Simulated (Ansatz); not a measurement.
# Ta4Br: a trial structure relaxed

Aim: relax a trial structure of Ta4Br and see where it ends.

Method: DFT PBE, scalar-relativistic, plane waves, PAW, in Ansatz 0.2.0.

2 further runs of the same task are left out: 1 that didn't finish, 1 set aside as unsound or not needed.

### 1 The structure to begin with

The structure is tetragonal, space group I4/m (No. 87). The conventional cell has a = 6.694 Å, b = 6.694 Å, c = 4.206 Å, α = 90.00°, β = 90.00°, γ = 90.00°. Around Ta (site symmetry m) lie 9 Ta at 2.95 to 3.05 Å and 3 Br at 2.97 to 2.99 Å. Br (site symmetry 4/m) is surrounded by 12 Ta at 2.97 to 2.99 Å.

Structure file:

```cif
data_structure
_symmetry_space_group_name_H-M 'P 1'
_symmetry_Int_Tables_number 1
_cell_length_a 5.1793
_cell_length_b 5.1793
_cell_length_c 5.1793
_cell_angle_alpha 99.492
_cell_angle_beta 99.492
_cell_angle_gamma 132.082
_cell_volume 94.23
loop_
_atom_site_label
_atom_site_type_symbol
_atom_site_fract_x
_atom_site_fract_y
_atom_site_fract_z
_atom_site_occupancy
Ta1 Ta 0.60243 0.20320 0.80562 1
Ta2 Ta 0.39757 0.79680 0.19438 1
Ta3 Ta 0.20320 0.39757 0.60077 1
Ta4 Ta 0.79680 0.60243 0.39923 1
Br1 Br 0.00000 0.00000 0.00000 1
```

A structure generator made this guess: species swapped into a database cell of CrAu4 (I4/m, No. 87), with Br on the Cr sites and Ta on the Au sites. The dimensions are guesses.

### 2 Probe: one point on a coarse mesh

The input, input.yaml:

```yaml
crystal:
  lattice:
    - [-3.34675142, 3.34675142, 2.10323135]
    - [3.34675142, -3.34675142, 2.10323135]
    - [3.34675142, 3.34675142, -2.10323135]
  atoms:
    - { symbol: Ta, position: [0.60242946, 0.2031955, 0.80562496] }
    - { symbol: Ta, position: [0.39757054, 0.7968045, 0.19437504] }
    - { symbol: Ta, position: [0.2031955, 0.39757054, 0.60076605] }
    - { symbol: Ta, position: [0.7968045, 0.60242946, 0.39923395] }
    - { symbol: Br, position: [0.0, 0.0, 0.0] }
basis:
  ecutwfc: 420
kpoints:
  mp_grid: { grid: [6, 6, 6] }
hamiltonian:
  xc: pbe
scf:
  occupations: { method: gaussian, width: 0.1 }
  lower_state_search: "off"
output:
  forces: true
  stress: true
  eigenvalues: true
```

Launch:

```bash
$ ansatz run input.yaml --threads 1 --pin off --max-ram 2560MiB --backend cpu --events-out ev --progress --plain --runs-dir out
```

The session goes on with these runs: spin check on a coarse mesh; rough relaxation on the coarse mesh; full relaxation.

Before running it: what results should come out? Wanted: conventional cell; volume; energy over the elements; gap on the mesh.

The runs gave:

```
                              quantity                                                                      value
symmetry at the end (tolerance 0.05 Å)                                                  space group I4/m (No. 87)
                     conventional cell  a = 6.131 Å, b = 6.131 Å, c = 4.933 Å, α = 90.00°, β = 90.00°, γ = 90.00°
                                volume                                                              18.54 Å³/atom
              energy over the elements                                                              +0.54 eV/atom
                       gap on the mesh                                                               none (metal)
```

What this shows: The space group I4/m (No. 87) is kept, and the volume per atom shrinks by 1.6 % from the first guess. The formation energy is positive, so the separate elements lie lower. No finished test with a distortion of lower symmetry is shown, so the end may be a saddle point. Spin-orbit coupling is left out for Ta. A spin-polarised run here lost its starting moments, which speaks against magnetism, though one start doesn't rule it out. Other magnetic orders were not searched.
